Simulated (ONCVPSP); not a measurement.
# An ONCV potential for Cu, from input to tests

Task: generate the file, and judge it by its errors in other configurations, its logarithmic derivatives, its ghosts and its cutoff.

Method: ONCVPSP 4.0.1.1 (patched build), PBEsol, scalar-relativistic.

**1. Settings**

Typed settings, in words:

* element: copper (Cu, Z = 29)
* type: optimised norm-conserving Vanderbilt (ONCV)
* frozen core: [Ne]
* valence charge: 19
* reference configuration: 3s2 3p6 3d9 (charge +2)
* partial waves: 3s: rc 1.05 bohr, ncon 4, nbas 8, qcut 13.7 1/bohr, 3 projectors, debl 0.8 Ha; 3p: rc 0.70 bohr, ncon 3, nbas 6, qcut 13.3 1/bohr, 2 projectors, debl 2.2 Ha; 3d: rc 1.05 bohr, ncon 3, nbas 7, qcut 14.3 1/bohr, 2 projectors, debl 1.7 Ha
* local potential: polynomial inside 0.50 bohr (lpopt 4, dvloc0 0 Ha)
* core correction: Teter function fitted to the true core (icmod 2), fcfact 0.3

An earlier all-electron run gives the scale for the radii.

All-electron outer shells of the reference configuration (PBEsol, scalar-relativistic, ld1.x):

```tsv
shell	level (eV)	outermost node (bohr)	outermost maximum (bohr)
3s	-139.94	0.29	0.61
3p	-97.43	0.26	0.62
3d	-29.60	–	0.60
4s	-22.15	0.88	1.95
4p	-15.13	0.95	2.36
```

**2. Generating the potential**

Cu.dat

```
# ATOM AND REFERENCE CONFIGURATION
# atsym  z   nc   nv     iexc    psfile
  Cu 29.00    3    3  -116133      upf
#
#   n    l    f
    1    0    2.00
    2    0    2.00
    2    1    6.00
    3    0    2.00
    3    1    6.00
    3    2    9.00
#
# PSEUDOPOTENTIAL AND OPTIMIZATION
# lmax
    2
#
#   l,   rc,      ep,       ncon, nbas, qcut
    0    1.05    0.00    4    8   13.70
    1    0.70    0.00    3    6   13.30
    2    1.05    0.00    3    7   14.30
#
# LOCAL POTENTIAL
# lloc, lpopt,  rc(5),   dvloc0
    4    4    0.50    0.00
#
# VANDERBILT-KLEINMAN-BYLANDER PROJECTORs
# l, nproj, debl
    0    3    0.80
    1    2    2.20
    2    2    1.70
#
# MODEL CORE CHARGE
# icmod, fcfact, rcfact
    2    0.30    1.20
#
# LOG DERIVATIVE ANALYSIS
# epsh1, epsh2, depsh
   -7.00    5.00    0.04
#
# OUTPUT GRID
# rlmax, drl
    6.00    0.01
#
# TEST CONFIGURATIONS
# ncnf
    4
# nvcnf
#   n    l    f
    4
    3    0    2.00
    3    1    6.00
    3    2   10.00
    4    0    1.00
#
    3
    3    0    2.00
    3    1    6.00
    3    2   10.00
#
    3
    3    0    2.00
    3    1    6.00
    3    2    8.00
#
    3
    3    0    2.00
    3    1    6.00
    3    2    7.00
#
```

The run is started by

```sh
$ oncvpsp.x < Cu.dat > Cu.out
```

The output, Cu.out (without the consistency checks and plot data):

```text
ONCVPSP  (Optimized Norm-Conservinng Vanderbilt PSeudopotential)
scalar-relativistic version 4.0.1.1, modified

#   n    l    f        energy (Ha)
    1    0    2.00    -3.2591459E+02
    2    0    2.00    -3.9950901E+01
    2    1    6.00    -3.4620841E+01
    3    0    2.00    -5.1428274E+00
    3    1    6.00    -3.5806727E+00
    3    2    9.00    -1.0879733E+00

Reference configufation results
  iterations    23
  all-electron total energy (Ha)   -1.65240935D+03

Begin loop to  construct optimized pseudo wave functions
and semi-local pseudopoentials for all angular momenta

WARNING wellstate: negative energy specified for n= 4 l=  0
WARNING scattering state with energy  0.25000000
WARNING will be used for the first projector

   Wellstate for l =  0  n =  5
     eigenvalue =   0.2500
     asymptotic potential =   0.7500
     half-point radius =  3.1059

   Wellstate for l =  0  n =  5
     eigenvalue =   1.0500
     asymptotic potential =   1.5500
     half-point radius =  2.1986

Calculating optimized projector #   1

 for l=   0

    Fraction of norm inside rc  0.893076
    Optimizing pswf for qcut=  13.70 a_B^-1,  ecut=  93.79 Ha
    Residual kinetic energy error=  9.56D-08 Ha

    Energy error per electron        Cutoff
         Ha          eV             Ha
         0.01000     0.27211       46.56
         0.00100     0.02721       59.99
         0.00010     0.00272       70.64
         0.00001     0.00027       79.44

Calculating optimized projector #   2

 for l=   0

    Fraction of norm inside rc  0.022135
    Optimizing pswf for qcut=  13.70 a_B^-1,  ecut=  93.79 Ha
    Residual kinetic energy error=  4.57D-08 Ha

    Energy error per electron        Cutoff
         Ha          eV             Ha
         0.01000     0.27211       30.21
         0.00100     0.02721       49.14
         0.00010     0.00272       63.46
         0.00001     0.00027       74.80

Calculating optimized projector #   3

 for l=   0

    Fraction of norm inside rc  0.023399
    Optimizing pswf for qcut=  13.70 a_B^-1,  ecut=  93.79 Ha
    Residual kinetic energy error=  5.86D-08 Ha

    Energy error per electron        Cutoff
         Ha          eV             Ha
         0.01000     0.27211       31.93
         0.00100     0.02721       50.73
         0.00010     0.00272       64.77
         0.00001     0.00027       76.07

WARNING wellstate: negative energy specified for n= 4 l=  1
WARNING scattering state with energy  0.25000000
WARNING will be used for the first projector

   Wellstate for l =  1  n =  5
     eigenvalue =   0.2500
     asymptotic potential =   0.7500
     half-point radius =  4.0100

Calculating optimized projector #   1

 for l=   1

    Fraction of norm inside rc  0.490644
    Optimizing pswf for qcut=  13.28 a_B^-1,  ecut=  88.12 Ha
    Residual kinetic energy error=  2.82D-04 Ha

    Energy error per electron        Cutoff
         Ha          eV             Ha
         0.01000     0.27211       33.98
         0.00100     0.02721       74.00
         0.00010     0.00272      176.53
         0.00001     0.00027      332.60

Calculating optimized projector #   2

 for l=   1

    Fraction of norm inside rc  0.018349
    Optimizing pswf for qcut=  13.28 a_B^-1,  ecut=  88.12 Ha
    Residual kinetic energy error=  1.98D-05 Ha

    Energy error per electron        Cutoff
         Ha          eV             Ha
         0.01000     0.27211       23.50
         0.00100     0.02721       33.58
         0.00010     0.00272       70.26
         0.00001     0.00027      122.35

   Wellstate for l =  2  n =  5
     eigenvalue =   0.6120
     asymptotic potential =   1.1120
     half-point radius =  4.4171

Calculating optimized projector #   1

 for l=   2

    Fraction of norm inside rc  0.687262
    Optimizing pswf for qcut=  14.29 a_B^-1,  ecut= 102.15 Ha
    Residual kinetic energy error=  5.44D-06 Ha

    Energy error per electron        Cutoff
         Ha          eV             Ha
         0.01000     0.27211       68.93
         0.00100     0.02721       81.48
         0.00010     0.00272       91.03
         0.00001     0.00027       99.35

Calculating optimized projector #   2

 for l=   2

    Fraction of norm inside rc  0.039061
    Optimizing pswf for qcut=  14.29 a_B^-1,  ecut= 102.15 Ha
    Residual kinetic energy error=  1.49D-06 Ha

    Energy error per electron        Cutoff
         Ha          eV             Ha
         0.01000     0.27211       56.42
         0.00100     0.02721       73.21
         0.00010     0.00272       85.32
         0.00001     0.00027       95.05

Construct Vanderbilt / Kleinmman-Bylander projectors

B matrix Hermiticity error, ll=   0
   1   2   -5.6911E-04
   1   3   -6.6542E-04
   2   3   -2.0762E-05

  Orthonormal projector coefficients  4.5084E+01  1.0368E+01  1.2187E+00

B matrix Hermiticity error, ll=   1
   1   2   -3.9498E-04

  Orthonormal projector coefficients  1.8096E+01  2.7214E+00

B matrix Hermiticity error, ll=   2
   1   2   -1.5556E-04

  Orthonormal projector coefficients -6.6643E+00 -5.0133E+00

Model core correction analysis
  based on d2Exc/dn_idn_j

d2excae - all-electron derivatives

   -4.272499D-02   -3.986080D-02   -3.028604D-02
   -3.986096D-02   -3.843386D-02   -2.993507D-02
   -3.028636D-02   -2.993524D-02   -2.851108D-02

d2excps - pseudofunction derivatives with no core correction

   -4.467818D-02   -4.171470D-02   -3.370060D-02
   -4.171489D-02   -3.990300D-02   -3.323580D-02
   -3.370091D-02   -3.323594D-02   -3.037192D-02

rms 2nd derivative error    2.612319E-03

amplitude prefactor, scale prefactor
    8.5960    1.2277

d2excps - pseudofunction derivatives with core correction

   -4.036065D-02   -3.891671D-02   -3.231919D-02
   -3.891676D-02   -3.785370D-02   -3.210890D-02
   -3.231936D-02   -3.210901D-02   -2.967248D-02

rms 2nd derivative error    1.724850E-03

Pseudoatom total energy -194.187227

Diagnostic tests using Vanderbilt-Kleinman-Bylander pseudopotentials
  1 or more projectors used as specified by nproj input data

   l    rcore       rmatch      e in        delta e   norm test  slope test

   0   1.0520890   1.0840327  -5.1428274   0.0000020   1.0002411   1.0002427
   0   1.0520890   1.0840327   0.2500000   0.0001018   1.0005139   1.0005139
   0   1.0520890   1.0840327   1.0500000   0.0001394   1.0005139   1.0005139

   1   0.7004704   0.7217382  -3.5806727  -0.0000081   1.0002268   1.0004273
   1   0.7004704   0.7217382   0.2500000   0.0002901   1.0006048   1.0006048

   2   1.0520890   1.0840327  -1.0879733  -0.0000567   1.0001331   1.0000869
   2   1.0520890   1.0840327   0.6120267  -0.0000098   1.0003500   1.0003500

 Testing for bound ghosts
   n   l    E NL Schr. Eq   E Basis Diag.   E Cutoff

   1   0       -5.142825       -5.142809    316.02

   2   1       -3.580681       -3.564569    312.87

   3   2       -1.088030       -1.079646    233.08

 Testing for highly-localized positive-energy ghosts
       l    <radius>/rc     E Basis Diag.   E Cutoff

       0        0.780857       39.566695    316.02  WARNING - GHOST(+)

Test configuration 0

   n   l     f        eae           eps        diff
   1   0  2.0000 -325.91458699
   2   0  2.0000  -39.95090070
   2   1  6.0000  -34.62084051
   3   0  2.0000   -5.14282741   -5.14282541    2.00D-06
   3   1  6.0000   -3.58067272   -3.58068080   -8.08D-06
   3   2  9.0000   -1.08797326   -1.08803001   -5.67D-05

    Total energies and differences
      AE_ref= -1.65240935D+03  AE_tst= -1.65240935D+03  dif=  0.00D+00
      PS_ref= -1.94187227D+02  PS_tst= -1.94187227D+02  dif=  2.84D-14
      PSP excitation error= -2.84D-14

Test configuration 1

   n   l     f        eae           eps        diff
   1   0  2.0000 -324.97347039
   2   0  2.0000  -39.00749990
   2   1  6.0000  -33.67798976
   3   0  2.0000   -4.20429104   -4.20426268    2.84D-05
   3   1  6.0000   -2.64592314   -2.64586035    6.28D-05
   3   2 10.0000   -0.18594224   -0.18597696   -3.47D-05
   4   0  1.0000   -0.16936025   -0.16934428    1.60D-05

    Total energies and differences
      AE_ref= -1.65240935D+03  AE_tst= -1.65349048D+03  dif= -1.08D+00
      PS_ref= -1.94187227D+02  PS_tst= -1.95268417D+02  dif= -1.08D+00
      PSP excitation error=  5.67D-05

Test configuration 2

   n   l     f        eae           eps        diff
   1   0  2.0000 -325.28907822
   2   0  2.0000  -39.31314948
   2   1  6.0000  -33.98450218
   3   0  2.0000   -4.51954537   -4.51903981    5.06D-04
   3   1  6.0000   -2.96243084   -2.96188993    5.41D-04
   3   2 10.0000   -0.50135177   -0.50141580   -6.40D-05

    Total energies and differences
      AE_ref= -1.65240935D+03  AE_tst= -1.65319260D+03  dif= -7.83D-01
      PS_ref= -1.94187227D+02  PS_tst= -1.94970634D+02  dif= -7.83D-01
      PSP excitation error=  1.52D-04

Test configuration 3

   n   l     f        eae           eps        diff
   1   0  2.0000 -326.68603921
   2   0  2.0000  -40.74244185
   2   1  6.0000  -35.41044705
   3   0  2.0000   -5.89243288   -5.89331146   -8.79D-04
   3   1  6.0000   -4.32233233   -4.32298745   -6.55D-04
   3   2  8.0000   -1.79635582   -1.79523980    1.12D-03

    Total energies and differences
      AE_ref= -1.65240935D+03  AE_tst= -1.65097639D+03  dif=  1.43D+00
      PS_ref= -1.94187227D+02  PS_tst= -1.92754543D+02  dif=  1.43D+00
      PSP excitation error=  2.73D-04

Test configuration 4

   n   l     f        eae           eps        diff
   1   0  2.0000 -327.58328546
   2   0  2.0000  -41.66607949
   2   1  6.0000  -36.33196258
   3   0  2.0000   -6.74129146   -6.74256434   -1.27D-03
   3   1  6.0000   -5.16130209   -5.16171591   -4.14D-04
   3   2  7.0000   -2.60551455   -2.60052227    4.99D-03

    Total energies and differences
      AE_ref= -1.65240935D+03  AE_tst= -1.64878339D+03  dif=  3.63D+00
      PS_ref= -1.94187227D+02  PS_tst= -1.90564138D+02  dif=  3.62D+00
      PSP excitation error=  2.86D-03
```

Wall time 5.4 s (1 thread of Neoverse-V1, shared host).

The projector energies used in the s channel were -5.143, 0.250, 1.050 Ha; the program set a typed value aside. The projector energies used in the p channel were -3.581, 0.250 Ha; the program set a typed value aside.

Partial waves on a coarse radial grid (AE all-electron, PS pseudo):

```csv
r (bohr),3s AE,3s PS,3p AE,3p PS
0.053,0.1926,0.0896,-0.3569,0.0230
0.105,-0.4473,0.1857,-0.6373,0.0885
0.158,-0.7062,0.2982,-0.5953,0.1950
0.210,-0.5623,0.4252,-0.3355,0.3310
0.262,-0.2074,0.5666,0.0132,0.4880
0.315,0.2135,0.7191,0.3693,0.6572
0.368,0.5987,0.8704,0.6765,0.8223
0.420,0.9005,1.0070,0.9118,0.9684
0.473,1.1185,1.1236,1.0810,1.0911
0.525,1.2498,1.2079,1.1842,1.1787
0.578,1.3141,1.2590,1.2368,1.2310
0.630,1.3225,1.2736,1.2469,1.2448
0.683,1.2910,1.2556,1.2259,1.2256
0.735,1.2328,1.2106,1.1834,1.1831
0.788,1.1558,1.1440,1.1250,1.1248
0.840,1.0704,1.0651,1.0585,1.0583
0.893,0.9791,0.9772,0.9857,0.9855
0.945,0.8893,0.8888,0.9125,0.9123
0.998,0.8005,0.8002,0.8384,0.8382
1.050,0.7177,0.7175,0.7676,0.7675
1.102,0.6403,0.6401,0.7000,0.6999
1.155,0.5675,0.5674,0.6349,0.6348
1.208,0.5011,0.5010,0.5740,0.5739
1.260,0.4422,0.4421,0.5186,0.5185
1.313,0.3881,0.3880,0.4665,0.4665
1.365,0.3407,0.3406,0.4198,0.4197
```

Densities times 4π (e/bohr³); a dash where the program caps the true core:

```csv
r (bohr),pseudo valence,true core,model core
0.053,6.887,–,605.9
0.158,19.46,–,416.1
0.262,46.03,343.1,192.7
0.368,73.85,58.37,54.37
0.473,82.71,9.006,7.992
0.578,70.3,1.332,0.3255
0.683,49.14,0.1948,0.00706
0.788,30.94,0.02836,0.005478
0.893,18.91,0.004133,0.0001624
0.998,11.65,0.0006082,0.0003836
1.102,7.297,9.256e-05,7.161e-06
1.208,4.578,1.355e-05,5.015e-05
1.313,2.928,2.092e-06,0
```

**3. The configuration tests of the same run**

Energies count from the reference configuration 3s2 3p6 3d9; the error is all-electron less pseudo.

```tsv
valence configuration	charge	ΔE all-electron (eV)	error AE − PS (meV)
3s2 3p6 3d10 4s1	0	-29.419	+1.5
3s2 3p6 3d10	+1	-21.313	+4.1
3s2 3p6 3d8	+3	38.993	+7.4
3s2 3p6 3d7	+4	98.667	+78
```

**4. Does it scatter like the atom?**

Taken from the files of the generation run. The phase is arctan(r·R′/R) of the radial function R, unwrapped, with energies in Ha. A pole is an energy at which the radial function vanishes at the test radius. The pseudo phase is shifted by a multiple of π to meet the all-electron one at the reference energy. Levels narrower than the energy grid can be missing from the poles. The last column is the largest difference on the grid between −0.5 and +0.5 Ha.

| channel | radius (bohr) | reference (Ha) | poles AE | poles PS | window around the reference with phases within 0.05 rad (Ha) | largest difference near zero (rad) |
| --- | --- | --- | --- | --- | --- | --- |
| s | 1.06 | -5.14 | -3.60 | -3.60 | the whole range | 0.000 |
| p | 0.71 | -3.58 | none | none | the whole range | 0.000 |
| d | 1.06 | -1.09 | 0.65 | 0.65 | the whole range | 0.000 |

Phases (rad) along the scan:

```csv
E (Ha),s AE,s PS,p AE,p PS
-6.96,0.229,0.230,-0.150,-0.150
-6.32,-0.497,-0.497,-0.349,-0.349
-5.68,-1.040,-1.040,-0.535,-0.535
-5.04,-1.310,-1.310,-0.698,-0.698
-4.40,-1.458,-1.458,-0.835,-0.835
-3.76,-1.552,-1.552,-0.950,-0.949
-3.12,-1.621,-1.621,-1.044,-1.044
-2.48,-1.677,-1.677,-1.121,-1.121
-1.84,-1.727,-1.727,-1.186,-1.186
-1.20,-1.775,-1.775,-1.241,-1.241
-0.56,-1.825,-1.825,-1.288,-1.288
0.08,-1.881,-1.881,-1.328,-1.328
0.72,-1.948,-1.948,-1.363,-1.363
1.36,-2.033,-2.033,-1.394,-1.394
2.00,-2.147,-2.147,-1.422,-1.422
2.64,-2.309,-2.309,-1.447,-1.447
3.28,-2.552,-2.552,-1.470,-1.470
3.92,-2.904,-2.903,-1.490,-1.490
4.56,-3.329,-3.329,-1.510,-1.510
```

**5. Plane-wave cutoff and ghosts**

Read off the output, the cutoffs (Ha) at which the residual kinetic energy of the hardest occupied pseudo-wave falls to 1 and 0.1 mHa per electron: 81 Ha and 177 Ha.

The program's own ghost test: no bound ghost flagged; GHOST(+) flagged for s at 1076.7 eV.

Cutoff (Ha) at which the first wave of each channel reaches a given error (Ha per electron):

```csv
error,s,p,d
1.0e-02,46.6,34.0,68.9
3.2e-03,53.7,58.3,75.7
1.0e-03,60.0,74.0,81.5
3.2e-04,65.7,87.3,86.2
1.0e-04,70.6,176.5,91.0
3.2e-05,75.3,232.7,95.1
1.0e-05,79.4,332.6,99.3
```

**6. Results**

| quantity | value |
| --- | --- |
| cutoffs for 1 and 0.1 mHa per electron, occupied waves | 81 Ha and 177 Ha |
| bound ghosts | none found |
| GHOST(+) flags | s at 1077 eV |
| largest test error (AE − PS) | +78 meV, for 3s2 3p6 3d7 |
| largest phase difference near zero energy, channels read | 0.000 rad |
| rms error of d²Exc/dn², without and with the model core | 2.61 and 1.72 mHa |
| projector energies reset by the program | s: -5.143, 0.250, 1.050 Ha; p: -3.581, 0.250 Ha |

In words: The worst unpolarised test, 3s2 3p6 3d7, is off by 78 meV on 98.7 eV; by total energies transferability rates as fair. That test lies far up in energy; among those under 40 eV, nearer to bonding, the largest error is 7.4 meV. The potential is very hard: the looser tolerance needs 81 Ha. The program's ghost test flags no bound state. Near zero energy the phases of the channels with partial waves agree within 0.001 rad. The program also flags highly localised states, GHOST(+) (s). These are tests on the free atom; a crystal test is still owed.
